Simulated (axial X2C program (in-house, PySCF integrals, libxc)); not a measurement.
# A two-component session on KC: properties at the nuclei

Wanted for KC: properties at the nuclei, at the two-component level.

Computed with an in-house X2C program for linear molecules on PySCF integrals. Level: two-component X2C with atomic mean-field terms, K dyall-cv3z, C dyall-v3z.

All values are calculated.

### Step 1. Input

task.json reads:

```json
{"zs": [19, 6], "q": 0, "bas": ["dyall-cv3z", "dyall-v3z"], "r0": 2.6, "levels": ["PBE0", "HF", "B3LYP", "BHandHLYP", "LDA"], "nst": 3}
```

Keys: zs atomic numbers; q charge; bas basis sets; r0 starting distance in Å; levels methods (HF also brings MP2); nst determinants followed.

Command:

```console
$ python soeom.py task.json out
```

Nuclei are Gaussian, cores are contracted, and the Gaunt term is on.

### Step 2. Expectation values, lowest determinant

R = 2.517 Å. State: Ω = 3/2 (excess of +ω over −ω: ω = 3/2).

Output of the PBE0 run:

```text
two-component X2C + atomic mean field  PBE0
basis functions 140  fitting functions 622  grid points 5081
iter        total energy     max residual
   1       -639.857461543     3.60e-05
   2       -639.857461544     1.20e-05
   3       -639.857461546     3.66e-06
converged
one-electron -926.37350020  Coulomb 301.47589578  exact exchange -9.51378026  xc functional -29.29848364  nuclear repulsion 23.96750181  atomic mean-field constant -0.11509503
```

The highest occupied spinor is 90% C p, 6% K d, 4% K p.

```tsv
level	Eeff magnitude (GV/cm)	Ws magnitude K (kHz)	A∥/gI K (MHz)	qzz K (a.u.)	A∥/gI C (MHz)	qzz C (a.u.)	μ (D)
PBE0	0.0999	0.0242	95.9	-0.31	4.31	-0.01	-8.98
HF	0.0879	0.0209	60.4	-0.43	28.4	-0.07	-9.85
B3LYP	0.103	0.0252	111	-0.30	23.7	0.01	-8.76
BHandHLYP	0.108	0.0264	93	-0.35	26.8	-0.03	-9.34
LDA	0.0918	0.0223	118	-0.27	18.5	0.02	-8.33
```

Eeff is the effective electric field on the electron dipole moment in this Ω state and Ws the scalar–pseudoscalar constant (defined with the proton number Z and per Ω); A∥ is the parallel hyperfine constant, which follows by multiplying with the nuclear g factor gI = μI/(I μN); qzz is the electric field gradient, eQq0 = 234.96 MHz × Q/barn × qzz; μ is positive if C is the positive end. The operators were transformed with the bare-nucleus X2C matrices.

### Step 3. Expectation values, a higher determinant

R = 2.517 Å. State: Ω = 1/2 (excess of +ω over −ω: 2 × ω = -1/2, ω = 3/2), 0.69 eV above the lowest in the PBE0 search for states (made at or near this distance, with looser thresholds).

Output of the PBE0 run:

```text
two-component X2C + atomic mean field  PBE0
basis functions 140  fitting functions 622  grid points 5081
iter        total energy     max residual
   1       -639.832170788     3.69e-05
   2       -639.832170789     1.13e-05
   3       -639.832170791     2.74e-06
converged
one-electron -926.25962011  Coulomb 301.35240359  exact exchange -9.50177203  xc functional -29.27558901  nuclear repulsion 23.96750181  atomic mean-field constant -0.11509503
```

The highest occupied spinor is 84% C p, 9% K s, 4% K d.

```tsv
level	Eeff magnitude (GV/cm)	Ws magnitude K (kHz)	A∥/gI K (MHz)	qzz K (a.u.)	A∥/gI C (MHz)	qzz C (a.u.)	μ (D)
PBE0	0.131	0.0945	-402	-0.26	-237	0.04	-8.71
HF	0.14	0.102	-293	-0.38	-238	-0.05	-9.92
B3LYP	0.128	0.0919	-457	-0.26	-217	0.09	-8.33
BHandHLYP	0.141	0.102	-384	-0.31	-216	0.03	-9.19
LDA	0.119	0.0852	-538	-0.19	-226	0.16	-7.35
```

### Step 4. Expectation values, a higher determinant

R = 2.517 Å. State: Ω = 1/2 (excess of +ω over −ω: ω = 1/2), 1.46 eV above the lowest in the PBE0 search for states (made at or near this distance, with looser thresholds).

Output of the PBE0 run:

```text
two-component X2C + atomic mean field  PBE0
basis functions 140  fitting functions 622  grid points 5081
iter        total energy     max residual
   1       -639.803921547     4.27e-05
   2       -639.803921547     2.92e-05
   3       -639.803921560     8.04e-06
   4       -639.803921562     3.98e-06
converged
one-electron -926.20468744  Coulomb 301.28297009  exact exchange -9.49114983  xc functional -29.24346115  nuclear repulsion 23.96750181  atomic mean-field constant -0.11509503
```

The highest occupied spinor is 86% C p, 8% K d, 6% K p.

```tsv
level	Eeff magnitude (GV/cm)	Ws magnitude K (kHz)	A∥/gI K (MHz)	qzz K (a.u.)	A∥/gI C (MHz)	qzz C (a.u.)	μ (D)
PBE0	0.113	0.0819	300	-0.28	122	-0.13	-8.92
HF	0.106	0.0767	212	-0.38	141	-0.23	-9.72
B3LYP	0.113	0.0823	329	-0.28	138	-0.14	-8.76
BHandHLYP	0.118	0.0857	283	-0.32	141	-0.17	-9.26
LDA	0.108	0.0785	379	-0.23	118	-0.09	-8.22
```

### Step 5. Outcome

| quantity | value |
| --- | --- |
| lowest determinant | Ω = 3/2 (excess of +ω over −ω: ω = 3/2) |
| Eeff magnitude (GV/cm), PBE0 | 0.0999 |
| Ws magnitude K (kHz), PBE0 | 0.0242 |
| A∥/gI K (MHz), PBE0 | 95.9 |
| qzz K (a.u.), PBE0 | -0.31 |
| higher determinant | Ω = 1/2 (excess of +ω over −ω: 2 × ω = -1/2, ω = 3/2) |
| Eeff magnitude (GV/cm), PBE0, higher determinant | 0.131 |
| Ws magnitude K (kHz), PBE0, higher determinant | 0.0945 |
| A∥/gI K (MHz), PBE0, higher determinant | -402 |
| qzz K (a.u.), PBE0, higher determinant | -0.26 |
| higher determinant | Ω = 1/2 (excess of +ω over −ω: ω = 1/2) |
| Eeff magnitude (GV/cm), PBE0, higher determinant | 0.113 |
| Ws magnitude K (kHz), PBE0, higher determinant | 0.0819 |
| A∥/gI K (MHz), PBE0, higher determinant | 300 |
| qzz K (a.u.), PBE0, higher determinant | -0.28 |

**Reading.** In the first state, the effective field runs from 0.0879 to 0.108 GV/cm over the mean-field levels. The expectation values come from single determinants, which for open shells can mix terms of unlike spin or miss the lowest Ω, so a determinant need not be a state. Eeff is the effective electric field on the electron dipole moment in this Ω state and Ws the scalar–pseudoscalar constant (defined with the proton number Z and per Ω); A∥ is the parallel hyperfine constant, which follows by multiplying with the nuclear g factor gI = μI/(I μN); qzz is the electric field gradient, eQq0 = 234.96 MHz × Q/barn × qzz; μ is positive if C is the positive end. The operators were transformed with the bare-nucleus X2C matrices.
